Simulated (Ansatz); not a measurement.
# In2SnTe3: the cost of one run

Method: DFT PBE, scalar-relativistic, plane waves, PAW, in Ansatz 0.2.0.

1 further run of the same task is left out (set aside as unsound or not needed).

## Step 1: The structure to begin with

Symmetry: P-4m2, No. 115, tetragonal system. The conventional cell has a = 4.370 Å, b = 4.370 Å, c = 10.464 Å, α = 90.00°, β = 90.00°, γ = 90.00°. Around In (site symmetry 2mm) lie 5 Te at 3.05 to 3.13 Å. Around Sn (site symmetry -4m2) lie 4 Te at 3.09 Å. Te (site symmetry 2mm) has 5 In at 3.05 to 3.13 Å as nearest neighbours. Te (site symmetry -4m2) has 4 Sn at 3.09 Å as nearest neighbours.

As a file:

```cif
data_structure
_symmetry_space_group_name_H-M 'P 1'
_symmetry_Int_Tables_number 1
_cell_length_a 4.3699
_cell_length_b 4.3699
_cell_length_c 10.4639
_cell_angle_alpha 90.000
_cell_angle_beta 90.000
_cell_angle_gamma 90.000
_cell_volume 199.82
loop_
_atom_site_label
_atom_site_type_symbol
_atom_site_fract_x
_atom_site_fract_y
_atom_site_fract_z
_atom_site_occupancy
In1 In 0.00000 0.50000 0.62316 1
In2 In 0.50000 0.00000 0.37684 1
Sn1 Sn 0.00000 0.00000 0.00000 1
Te1 Te 0.00000 0.50000 0.33139 1
Te2 Te 0.50000 0.00000 0.66861 1
Te3 Te 0.50000 0.50000 0.00000 1
```

The cell was relaxed beforehand at this level, from a database cell with other species swapped in; it needn't be the stable form of this composition. At a tolerance of 0.05 Å it has space group P-4m2 (No. 115); it has 33.30 Å³/atom, an uncorrected energy of -0.14 eV/atom over the elements.

## Step 2: Electronic structure at the relaxed geometry

The input, input.yaml:

```yaml
crystal:
  lattice:
    - [4.3699455183, 0.0, 0.0]
    - [0.0, 4.3699455183, 0.0]
    - [0.0, 0.0, 10.463931625]
  atoms:
    - { symbol: In, position: [0.0, 0.5, 0.6231604357] }
    - { symbol: In, position: [0.5, 0.0, 0.3768395643] }
    - { symbol: Sn, position: [0.0, 0.0, 0.0] }
    - { symbol: Te, position: [0.0, 0.5, 0.3313863436] }
    - { symbol: Te, position: [0.5, 0.0, 0.6686136564] }
    - { symbol: Te, position: [0.5, 0.5, 0.0] }
basis:
  ecutwfc: 420
kpoints:
  mp_grid: { grid: [10, 10, 4] }
  band_path:
    path:
      - [[0.0, 0.0, 0.0], [0.0, 0.5, 0.0], [0.5, 0.5, 0.0], [0.0, 0.0, 0.0], [0.0, 0.0, 0.5], [0.0, 0.5, 0.5], [0.5, 0.5, 0.5], [0.0, 0.0, 0.5]]
      - [[0.0, 0.5, 0.0], [0.0, 0.5, 0.5]]
      - [[0.5, 0.5, 0.0], [0.5, 0.5, 0.5]]
    npoints: 14
hamiltonian:
  xc: pbe
scf:
  occupations: { method: gaussian, width: 0.1 }
  n_extra_bands: 15
output:
  forces: true
  stress: true
  eigenvalues: true
  populations: true
  dos: { projected: true, de: 0.02, nscf_kmesh: { grid: [12, 12, 5] } }
  bader: true
```

Launch:

```sh
ansatz run input.yaml --threads 1 --pin off --max-ram 2560MiB --backend cpu --events-out ev --progress --plain --runs-dir out
```

Q: Estimate wall time and peak memory on 1 thread of Intel Xeon at 2.70GHz, shared host.

About 4.9 min, with a peak of 1.2 GiB.
